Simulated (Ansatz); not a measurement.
# Si2Ni: the cost of one run

Computed with Ansatz 0.2.0 (DFT PBE, scalar-relativistic, plane waves, PAW, unless a step's input says otherwise).

**1. The system as given**

It takes space group Fm-3m (No. 225, cubic). Conventional cell: a = 5.406 Å, b = 5.406 Å, c = 5.406 Å, α = 90.00°, β = 90.00°, γ = 90.00°. Si (site symmetry -43m) has 4 Ni at 2.34 Å as nearest neighbours. Ni (site symmetry m-3m) is surrounded by 8 Si at 2.34 Å.

As a file:

```cif
data_structure
_symmetry_space_group_name_H-M 'Fm-3m'
_symmetry_Int_Tables_number 225
_cell_length_a 5.4060
_cell_length_b 5.4060
_cell_length_c 5.4060
_cell_angle_alpha 90.000
_cell_angle_beta 90.000
_cell_angle_gamma 90.000
_cell_volume 157.99
loop_
_atom_site_label
_atom_site_type_symbol
_atom_site_symmetry_multiplicity
_atom_site_Wyckoff_symbol
_atom_site_fract_x
_atom_site_fract_y
_atom_site_fract_z
_atom_site_occupancy
Si1 Si 8 c 0.25000 0.75000 0.75000 1
Ni1 Ni 4 a 0.00000 0.00000 0.00000 1
```

Source of the structure: the Crystallography Open Database.

(A quick probe on a coarse mesh, which set the mesh and smearing, is not shown.)

**3. The relaxation**

input.yaml reads:

```yaml
crystal:
  lattice:
    - [0.0, 2.703, 2.703]
    - [2.703, 0.0, 2.703]
    - [2.703, 2.703, 0.0]
  atoms:
    - { symbol: Si, position: [0.25, 0.25, 0.25] }
    - { symbol: Si, position: [0.75, 0.75, 0.75] }
    - { symbol: Ni, position: [0.0, 0.0, 0.0] }
basis:
  ecutwfc: 420
kpoints:
  mp_grid: { grid: [14, 14, 14] }
hamiltonian:
  xc: pbe
scf:
  occupations: { method: gaussian, width: 0.1 }
output:
  forces: true
  stress: true
  eigenvalues: true
relax:
  adjacent_minimum: "off"
  f_tol: 0.005
  max_steps: 80
  cell: { stress_tol: 0.05 }
```

Launch:

```console
> ansatz run input.yaml --threads 4 --pin off --max-ram 10240MiB --backend cpu --events-out ev --progress --plain --runs-dir out
```

Q: Estimate wall time and peak memory on 4 threads of AMD EPYC (Zen 3), shared host.

About 15 s, with a peak of 0.43 GiB.
